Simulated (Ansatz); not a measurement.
# Mg12H: the cost of one run

Program: Ansatz 0.2.0. Level of theory: DFT PBE, plane waves, PAW, scalar-relativistic, no spin polarisation. These are calculated values, not measurements.

## (1) The starting structure

The cell holds 13 atoms (HMg12): a = 6.420 Å, b = 9.630 Å, c = 5.213 Å, α = 90.00°, β = 90.00°, γ = 120.00°.

Coordinates:

```cif
data_structure
_symmetry_space_group_name_H-M 'P 1'
_symmetry_Int_Tables_number 1
_cell_length_a 6.4200
_cell_length_b 9.6300
_cell_length_c 5.2130
_cell_angle_alpha 90.000
_cell_angle_beta 90.000
_cell_angle_gamma 120.000
_cell_volume 279.11
loop_
_atom_site_label
_atom_site_type_symbol
_atom_site_fract_x
_atom_site_fract_y
_atom_site_fract_z
_atom_site_occupancy
Mg1 Mg 0.00000 0.00000 0.00000 1
Mg2 Mg 0.16667 0.22222 0.50000 1
Mg3 Mg 0.00000 0.33333 0.00000 1
Mg4 Mg 0.16667 0.55556 0.50000 1
Mg5 Mg 0.00000 0.66667 0.00000 1
Mg6 Mg 0.16667 0.88889 0.50000 1
Mg7 Mg 0.50000 0.00000 0.00000 1
Mg8 Mg 0.66667 0.22222 0.50000 1
Mg9 Mg 0.50000 0.33333 0.00000 1
Mg10 Mg 0.66667 0.55556 0.50000 1
Mg11 Mg 0.50000 0.66667 0.00000 1
Mg12 Mg 0.66667 0.88889 0.50000 1
H1 H 0.34553 0.78106 0.25320 1
```

## (2) Relaxing the start

File input.yaml:

```yaml
accuracy: low
crystal:
  lattice:
    - [6.42, 0.0, 0.0]
    - [-4.815, 8.339825, 0.0]
    - [0.0, 0.0, 5.21304]
  atoms:
    - { symbol: Mg, position: [0.0, 0.0, 0.0] }
    - { symbol: Mg, position: [0.1666667, 0.2222222, 0.5] }
    - { symbol: Mg, position: [0.0, 0.3333333, 0.0] }
    - { symbol: Mg, position: [0.1666667, 0.5555556, 0.5] }
    - { symbol: Mg, position: [0.0, 0.6666667, 0.0] }
    - { symbol: Mg, position: [0.1666667, 0.8888889, 0.5] }
    - { symbol: Mg, position: [0.5, 0.0, 0.0] }
    - { symbol: Mg, position: [0.6666667, 0.2222222, 0.5] }
    - { symbol: Mg, position: [0.5, 0.3333333, 0.0] }
    - { symbol: Mg, position: [0.6666667, 0.5555556, 0.5] }
    - { symbol: Mg, position: [0.5, 0.6666667, 0.0] }
    - { symbol: Mg, position: [0.6666667, 0.8888889, 0.5] }
    - { symbol: H, position: [0.3455285, 0.7810636, 0.2532017] }
basis:
  ecutwfc: 420.0
kpoints:
  mp_grid: { grid: [2, 2, 2] }
hamiltonian:
  xc: pbe
scf:
  occupations: { method: fermi_dirac, width: 0.05 }
  lower_state_search: "off"
relax:
  f_tol: 0.08
  max_steps: 25
  adjacent_minimum: "off"
```

Started as:

```
ansatz run input.yaml --threads 1 --pin off --max-ram 3072MiB --backend cpu --events-out ev --progress --plain --runs-dir out
```

What time and memory should one allow on 1 thread of Intel Xeon Platinum 8488C (Sapphire Rapids), shared host?

About 11 s, with a peak of 0.57 GiB.
